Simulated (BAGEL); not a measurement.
**GaBrF2 (SMILES [F][Ga]([F])[Br]): levels of theory compared**

We compute a comparison of 4 runs (B3LYP/6-31G*, B3LYP/aug-cc-pVDZ, PBE0/aug-cc-pVDZ, RI-MP2/aug-cc-pVDZ) of GaBrF2. 

The results are computed with BAGEL 1.2.2.

### 1 The structure to begin with

GaBrF2 has 4 atoms, charge 0, and is taken as a singlet. As SMILES, `[F][Ga]([F])[Br]`. Geometry: relaxed at PBE0-D4/def2-TZVP.

Bond lengths: F1–Ga2 1.731 Å, Ga2–F3 1.731 Å, Ga2–Br4 2.237 Å. Angles: F1–Ga2–F3 115.9°, F1–Ga2–Br4 122.0°, F3–Ga2–Br4 122.0°.

### 2 A single-point energy at B3LYP/6-31G(d) (density fitting with qzvpp-jkfit, spherical functions) (run 1)

calc.json

```json
{ "bagel": [

{
  "title": "molecule",
  "basis": "6-31gs.json",
  "df_basis": "qzvpp-jkfit",
  "angstrom": "true",
  "geometry": [
    { "atom": "F", "xyz": [      -0.791100,      -0.453200,       1.527800 ] },
    { "atom": "Ga", "xyz": [       0.056900,      -0.066300,       0.069400 ] },
    { "atom": "F", "xyz": [       1.694200,      -0.619800,      -0.023200 ] },
    { "atom": "Br", "xyz": [      -0.904500,       1.079000,      -1.594200 ] }
  ]
},

{ "title": "ks", "xc_func": "b3lyp" },

{ "title": "print", "file": "orbitals.molden", "orbitals": "true" }

]}
```

The basis set 6-31G* is read from a file made from the Basis Set Exchange's data (not shown).

The run is started by

```
BAGEL_NUM_THREADS=1 BAGEL calc.json > calc.out
```

What it wrote:

```text
* using 1 threads per process

  ===============================================================
  ===============================================================

  *** Geometry ***

  { "atom" : "F", "xyz" : [     -1.494962,     -0.856424,      2.887124 ] },
  { "atom" : "Ga", "xyz" : [      0.107525,     -0.125289,      0.131147 ] },
  { "atom" : "F", "xyz" : [      3.201574,     -1.171252,     -0.043842 ] },
  { "atom" : "Br", "xyz" : [     -1.709257,      2.039014,     -3.012601 ] },

  Number of auxiliary basis functions:      686

  Since a DF basis is specified, we compute 2- and 3-index integrals:
    o Being stored without compression. Storage requirement is 0.046 GB

  Number of basis functions:       92
  Number of electrons      :       84

    * METHOD: MOLECULE                             0.60

  *** Kohn-Sham DFT ***

    * Removing 5888 points whose weight is below 1.00e-10
    * Grid points: 53736

  === Nuclear Repulsion ===
   537.7013452244

       - DIIS with orbital gradients will be used.

  === KS iteration (b3lyp / 6-31gs.json) ===
      0      -4528.67978710          0.12278149           0.44
      1      -3965.91397539          0.31255022           0.43
      2      -4505.51907809          0.15052074           0.43
      3      -4523.35803730          0.19838419           0.43
      4      -4686.81243486          0.09700419           0.43
      5      -4696.33379414          0.05025217           0.44
      6      -4697.62348194          0.03068283           0.43
      7      -4697.52909725          0.02743062           0.43
      8      -4698.20249809          0.01292363           0.43
      9      -4698.29368314          0.00366580           0.43
     10      -4698.30422621          0.00063896           0.43
     11      -4698.30442612          0.00011851           0.43
     12      -4698.30443642          0.00004268           0.43
     13      -4698.30443755          0.00000454           0.43
     14      -4698.30443754          0.00000671           0.44
     15      -4698.30443757          0.00000109           0.43
     16      -4698.30443757          0.00000052           0.44
     17      -4698.30443757          0.00000020           0.43
     18      -4698.30443757          0.00000003           0.43
     19      -4698.30443757          0.00000002           0.44
     20      -4698.30443757          0.00000001           0.43
    * SCF iteration converged.

    * Permanent dipole moment:
           (    0.204576,    -0.243804,     0.354017) a.u.

    * METHOD: KS                                   9.34

    * METHOD: PRINT                                0.02

  ===============================================================
```

Wall time 10 s (1 thread of Arm Neoverse V1, shared host); peak memory 0.34 GiB.

### 3 A single-point energy at B3LYP/aug-cc-pVDZ (density fitting with qzvpp-jkfit) (run 2)

input.json

```json
{ "bagel": [

{
  "title": "molecule",
  "basis": "aug-cc-pvdz.json",
  "df_basis": "qzvpp-jkfit",
  "angstrom": true,
  "geometry": [
    { "atom": "F", "xyz": [      -0.791100,      -0.453200,       1.527800 ] },
    { "atom": "Ga", "xyz": [       0.056900,      -0.066300,       0.069400 ] },
    { "atom": "F", "xyz": [       1.694200,      -0.619800,      -0.023200 ] },
    { "atom": "Br", "xyz": [      -0.904500,       1.079000,      -1.594200 ] }
  ]
},

{
  "title": "ks",
  "xc_func": "b3lyp"
},

{
  "title": "print",
  "file": "orbitals.molden",
  "orbitals": true
}

]}
```

The basis set aug-cc-pVDZ is read from a file made from the Basis Set Exchange's data (not shown).

The run is started by

```
BAGEL_NUM_THREADS=1 BAGEL input.json > input.out
```

What it wrote:

```text
* using 1 threads per process

  ===============================================================
  ===============================================================

  *** Geometry ***

  { "atom" : "F", "xyz" : [     -1.494962,     -0.856424,      2.887124 ] },
  { "atom" : "Ga", "xyz" : [      0.107525,     -0.125289,      0.131147 ] },
  { "atom" : "F", "xyz" : [      3.201574,     -1.171252,     -0.043842 ] },
  { "atom" : "Br", "xyz" : [     -1.709257,      2.039014,     -3.012601 ] },

  Number of auxiliary basis functions:      686

  Since a DF basis is specified, we compute 2- and 3-index integrals:
    o Being stored without compression. Storage requirement is 0.076 GB

  Number of basis functions:      118
  Number of electrons      :       84

    * METHOD: MOLECULE                             0.64

  *** Kohn-Sham DFT ***

    * Removing 5888 points whose weight is below 1.00e-10
    * Grid points: 53736

  === Nuclear Repulsion ===
   537.7013452244

       - DIIS with orbital gradients will be used.

  === KS iteration (b3lyp / aug-cc-pvdz.json) ===
      0      -4652.32760513          0.07970324           0.56
      1      -4405.18420853          0.27730998           0.54
      2      -4601.87268541          0.04683226           0.54
      3      -4209.70482615          0.36856146           0.54
      4      -4229.72679710          0.36819616           0.54
      5      -4229.35898508          0.36862924           0.54
      6      -4227.70835367          0.36958192           0.54
      7      -4193.06736841          0.35908526           0.54
      8      -4597.08297705          0.05321218           0.54
      9      -4282.43577548          0.26689986           0.54
[... 17 lines of this table left out ...]
     27      -4698.87694320          0.00000008           0.54
     28      -4698.87694320          0.00000004           0.54
     29      -4698.87694320          0.00000001           0.54
     30      -4698.87694320          0.00000000           0.54
    * SCF iteration converged.

    * Permanent dipole moment:
           (    0.259287,    -0.308983,     0.448693) a.u.

    * METHOD: KS                                  17.16

    * METHOD: PRINT                                0.04

  ===============================================================
```

Wall time 18 s (1 thread of Arm Neoverse V1, shared host); peak memory 0.44 GiB.

### 4 The energy at PBE0/aug-cc-pVDZ (density fitting with qzvpp-jkfit) (run 3)

input.json

```json
{ "bagel": [

{
  "title": "molecule",
  "basis": "aug-cc-pvdz.json",
  "df_basis": "qzvpp-jkfit",
  "angstrom": true,
  "geometry": [
    { "atom": "F", "xyz": [   -0.791100,   -0.453200,    1.527800 ] },
    { "atom": "Ga", "xyz": [    0.056900,   -0.066300,    0.069400 ] },
    { "atom": "F", "xyz": [    1.694200,   -0.619800,   -0.023200 ] },
    { "atom": "Br", "xyz": [   -0.904500,    1.079000,   -1.594200 ] }
  ]
},
{ "title": "ks", "xc_func": "pbe0" },
{ "title": "print", "file": "orbitals.molden", "orbitals": true }

]}
```

The basis set aug-cc-pVDZ is read from a file made from the Basis Set Exchange's data (not shown).

The run is started by

```
BAGEL_NUM_THREADS=1 BAGEL input.json > input.out
```

What it wrote:

```text
* using 1 threads per process

  ===============================================================
  ===============================================================

  *** Geometry ***

  { "atom" : "F", "xyz" : [     -1.494962,     -0.856424,      2.887124 ] },
  { "atom" : "Ga", "xyz" : [      0.107525,     -0.125289,      0.131147 ] },
  { "atom" : "F", "xyz" : [      3.201574,     -1.171252,     -0.043842 ] },
  { "atom" : "Br", "xyz" : [     -1.709257,      2.039014,     -3.012601 ] },

  Number of auxiliary basis functions:      686

  Since a DF basis is specified, we compute 2- and 3-index integrals:
    o Being stored without compression. Storage requirement is 0.076 GB

  Number of basis functions:      118
  Number of electrons      :       84

    * METHOD: MOLECULE                             0.64

  *** Kohn-Sham DFT ***

    * Removing 5888 points whose weight is below 1.00e-10
    * Grid points: 53736

  === Nuclear Repulsion ===
   537.7013452244

       - DIIS with orbital gradients will be used.

  === KS iteration (pbe0 / aug-cc-pvdz.json) ===
      0      -4651.65610177          0.07947838           0.55
      1      -4408.66983923          0.27655129           0.54
      2      -4601.39025585          0.04736593           0.54
      3      -4229.71198644          0.36627003           0.54
      4      -4253.94993274          0.34719049           0.54
      5      -4254.21289453          0.34700044           0.54
      6      -4254.20514104          0.34700552           0.54
      7      -4200.23201212          0.35730383           0.54
      8      -4590.47316000          0.11514994           0.54
      9      -4505.24669970          0.18286417           0.54
     10      -4674.12167622          0.08551516           0.55
     11      -4694.78826613          0.05770337           0.54
     12      -4697.83853855          0.01410858           0.53
     13      -4697.67706175          0.02095208           0.54
     14      -4698.05690713          0.00230812           0.54
     15      -4698.06403446          0.00031454           0.54
     16      -4698.06413406          0.00008500           0.54
     17      -4698.06414097          0.00001967           0.54
     18      -4698.06414129          0.00000384           0.54
     19      -4698.06414130          0.00000260           0.54
     20      -4698.06414130          0.00000111           0.54
     21      -4698.06414130          0.00000025           0.54
     22      -4698.06414130          0.00000006           0.54
     23      -4698.06414130          0.00000002           0.54
     24      -4698.06414130          0.00000001           0.54
    * SCF iteration converged.

    * Permanent dipole moment:
           (    0.252393,    -0.300765,     0.436754) a.u.

    * METHOD: KS                                  13.84

    * METHOD: PRINT                                0.04

  ===============================================================
```

Wall time 15 s (1 thread of Arm Neoverse V1, shared host); peak memory 0.44 GiB.

### 5 The energy at RI-MP2/aug-cc-pVDZ (density fitting with qzvpp-jkfit) (run 4)

job.json

```json
{ "bagel": [

{
  "title": "molecule",
  "basis": "aug-cc-pvdz.json",
  "df_basis": "qzvpp-jkfit",
  "angstrom": true,
  "geometry": [
    { "atom": "F", "xyz": [      -0.791100,      -0.453200,       1.527800 ] },
    { "atom": "Ga", "xyz": [       0.056900,      -0.066300,       0.069400 ] },
    { "atom": "F", "xyz": [       1.694200,      -0.619800,      -0.023200 ] },
    { "atom": "Br", "xyz": [      -0.904500,       1.079000,      -1.594200 ] }
  ]
},

{
  "title": "hf"
},

{
  "title": "mp2",
  "ncore": 20
}

]}
```

The basis set aug-cc-pVDZ is read from a file made from the Basis Set Exchange's data (not shown).

The run is started by

```
BAGEL_NUM_THREADS=1 BAGEL job.json > job.out
```

What it wrote:

```text
* using 1 threads per process

  ===============================================================
  ===============================================================

  *** Geometry ***

  { "atom" : "F", "xyz" : [     -1.494962,     -0.856424,      2.887124 ] },
  { "atom" : "Ga", "xyz" : [      0.107525,     -0.125289,      0.131147 ] },
  { "atom" : "F", "xyz" : [      3.201574,     -1.171252,     -0.043842 ] },
  { "atom" : "Br", "xyz" : [     -1.709257,      2.039014,     -3.012601 ] },

  Number of auxiliary basis functions:      686

  Since a DF basis is specified, we compute 2- and 3-index integrals:
    o Being stored without compression. Storage requirement is 0.076 GB

  Number of basis functions:      118
  Number of electrons      :       84

    * METHOD: MOLECULE                             0.64

  *** RHF ***

  === Nuclear Repulsion ===
   537.7013452244

      * DIIS with orbital gradients will be used.

  === RHF iteration (aug-cc-pvdz.json) ===
      0      -4694.29916352          0.01576856           0.28
      1      -4694.46670274          0.01395544           0.27
      2      -4694.65843822          0.00115968           0.27
      3      -4694.66020626          0.00021380           0.27
      4      -4694.66029681          0.00007062           0.27
      5      -4694.66030886          0.00002229           0.27
      6      -4694.66030987          0.00000416           0.27
      7      -4694.66030990          0.00000145           0.27
      8      -4694.66030991          0.00000051           0.27
      9      -4694.66030991          0.00000009           0.27
     10      -4694.66030991          0.00000003           0.27
     11      -4694.66030991          0.00000001           0.27
     12      -4694.66030991          0.00000000           0.27
    * SCF iteration converged.

    * Permanent dipole moment:
           (    0.251199,    -0.299375,     0.434692) a.u.

    * METHOD: HF                                   4.03

  *** RHF ***

  === Nuclear Repulsion ===
   537.7013452244

      * DIIS with orbital gradients will be used.

  === RHF iteration (aug-cc-pvdz.json) ===
      0      -4694.66030991          0.00000000           0.27
    * SCF iteration converged.

    * Permanent dipole moment:
           (    0.251199,    -0.299375,     0.434692) a.u.

  === DF-MP2 calculation ===

    * freezing 20 orbitals
    * 3-index integral transformation done
    * assembly done

      MP2 correlation energy:   -0.6362267780      0.16

      MP2 total energy:       -4695.2965366844

    * METHOD: MP2                                  0.72

  ===============================================================
```

Wall time 5.7 s (1 thread of Arm Neoverse V1, shared host); peak memory 0.26 GiB.

### 6 The series

```
run                                                                 level  frozen core orbitals   energy (Eh)  dipole moment (D)  HOMO energy (eV)  LUMO energy (eV)  wall time
  1  B3LYP/6-31G* (density fitting with qzvpp-jkfit, spherical functions)                     –  -4698.304438               1.21             -9.02             -2.55       10 s
  2                  B3LYP/aug-cc-pVDZ (density fitting with qzvpp-jkfit)                     –  -4698.876943               1.53             -9.20             -2.79       18 s
  3                   PBE0/aug-cc-pVDZ (density fitting with qzvpp-jkfit)                     –  -4698.064141               1.49             -9.48             -2.44       15 s
  4                 RI-MP2/aug-cc-pVDZ (density fitting with qzvpp-jkfit)                    20  -4695.296537                  –                 –                 –      5.7 s
```

### 7 Summary of results

| quantity | value |
| --- | --- |
| run 4: total energy | -4695.29654 Eh |
| run 4: correlation energy (20 core orbitals frozen) | -636.2 mEh |

In words: Over runs 1, 2, 3 the dipole moment (its size) runs from 1.21 D (B3LYP/6-31G*) to 1.53 D (B3LYP/aug-cc-pVDZ). Over runs 1, 2, 3 the HOMO–LUMO gap runs from 6.41 eV (B3LYP/aug-cc-pVDZ) to 7.05 eV (PBE0/aug-cc-pVDZ). Totals of different functionals can't be ranked against each other. All runs together took 49 s, the longest 18 s.
